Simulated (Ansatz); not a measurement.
GaGe3: band structure with PBE

Crystal: GaGe3.

```
Ge Ga
1.0
     0.00000    3.38717    3.38717
     3.38717    0.00000    3.38717
     3.38717    3.38717    0.00000
Ge Ga
3 1
Direct
  0.50000 0.50000 0.50000
  0.75000 0.75000 0.75000
  0.25000 0.25000 0.25000
  0.00000 0.00000 0.00000
```

The cell comes from a database or a generator and needn't be the stable form of this composition.

```
Program             : Ansatz 0.2.0
Task                : band structure
Functional          : PBE
Potentials or basis : all-electron LAPW, scalar-relativistic
Cutoff              : 184 eV (chosen from the basis error)
Basis error allowed : 0.002 eV/atom
k mesh              : 7 × 7 × 7
Occupations         : fermi-dirac, width 0.05 eV
Spin                : no spin polarisation
```

```json
{
 "Pressure": "-0.5 GPa",
 "Band gap along the path": "none (metal or under the smearing width)"
}
```

Levels at the corners of the path, in eV from the Fermi level:
```csv
point,band 42,band 43,band 44,band 45,band 46,band 47
Γ,-1.52,-1.24,-1.24,-1.24,-1.15,0.31
X,-4.75,2.91,3.01,3.01,3.40,3.74
W,-1.75,-1.37,-1.14,3.49,3.65,4.27
K,-1.85,0.28,0.83,1.73,2.39,3.48
Γ,-1.52,-1.24,-1.24,-1.24,-1.15,0.31
L,-2.52,-1.98,-1.98,1.80,1.82,4.03
U,-1.85,0.28,0.83,1.73,2.39,3.48
W,-1.75,-1.37,-1.14,3.49,3.65,4.27
```

Wall time 12 s on 2 threads of Arm Neoverse V2 (shared host), peak memory 0.35 GiB.
